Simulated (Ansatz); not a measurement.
I need energies of removing a hydrogen of C2H6O2, SMILES CC(O)O. Use the Python package of Ansatz (0.2.0). Use (for the species named): Hartree-Fock, 6-31G* basis, multiplicity 1.

```yaml
atoms:
  - { symbol: C, position_ang: [-0.4325, 0.9257, -0.1509] }
  - { symbol: C, position_ang: [-0.1154, -0.4989, -0.0488] }
  - { symbol: O, position_ang: [0.1981, -0.7960, 1.2706] }
  - { symbol: O, position_ang: [1.0833, -0.7846, -0.8505] }
  - { symbol: H, position_ang: [-0.7024, 1.2301, -1.2179] }
  - { symbol: H, position_ang: [-1.3459, 1.2208, 0.4646] }
  - { symbol: H, position_ang: [0.3723, 1.6108, 0.1744] }
  - { symbol: H, position_ang: [-0.9135, -1.1080, -0.3647] }
  - { symbol: H, position_ang: [0.2742, -1.7513, 1.3608] }
  - { symbol: H, position_ang: [1.6649, -0.0998, -0.6348] }
```

The script, `bde.py`:
```python
import ansatz as az

BASIS_SET = "6-31G*"
FUNCTIONAL = "HF"


def single_point(molecule, charge=0, unpaired=0):
    calc = (
        molecule.calculation()
        .basis(gaussian=BASIS_SET)
        .functional(FUNCTIONAL)
    )
    if charge:
        calc = calc.charge(charge)
    if unpaired:
        calc = calc.spin("collinear", total=unpaired)
    report = calc.run(threads=1).report
    if report["published_state_doubts"]:
        print("  doubts:", report["published_state_doubts"])
    return report["free_energy_ev"]

GEOMETRY = """
C    -0.43250    0.92570   -0.15090
C    -0.11540   -0.49890   -0.04880
O     0.19810   -0.79600    1.27060
O     1.08330   -0.78460   -0.85050
H    -0.70240    1.23010   -1.21790
H    -1.34590    1.22080    0.46460
H     0.37230    1.61080    0.17440
H    -0.91350   -1.10800   -0.36470
H     0.27420   -1.75130    1.36080
H     1.66490   -0.09980   -0.63480
"""

def without(molecule, index):
    rest = az.Crystal.molecule()
    for i, site in enumerate(molecule.cartesian_sites):
        if i != index:
            rest = rest.atom(site.symbol, site.position_ang)
    return rest

mol = az.Crystal.molecule()
for line in GEOMETRY.strip().splitlines():
    symbol, *xyz = line.split()
    mol = mol.atom(symbol, [float(v) for v in xyz])

whole = single_point(mol, 0)
hydrogen = single_point(az.Crystal.molecule().atom("H", (0, 0, 0)), 0, 1)
print(f"E(molecule) = {whole:.5f} eV, E(H) = {hydrogen:.5f} eV")
for index in [6, 7, 9]:
    radical = single_point(without(mol, index), 0, 1)
    print(f"H{index}: homolysis {96.485332 * (radical + hydrogen - whole):.1f} kJ/mol")
```

`python bde.py` gives:
```text
E(molecule) = -6229.44883 eV, E(H) = -13.55761 eV
H6: homolysis 380.6 kJ/mol
H7: homolysis 362.4 kJ/mol
H9: homolysis 317.6 kJ/mol
```

Total energies depend on the basis set; only differences at equal settings carry meaning. The geometry is a force-field or estimated start, not a minimum of this method, and the basis set is short of its limit. All parts are taken at fixed geometry, without zero-point energy. Hartree-Fock leaves correlation out, so bond, atomisation and ionisation energies come out well too low. Finished in 8.5 s on 1 thread of Intel(R) Xeon(R) Platinum 8488C (Sapphire Rapids), with other jobs on the host, peak memory 0.2 GiB.

(Lines on the test bed's own set-up are left out of the output.)
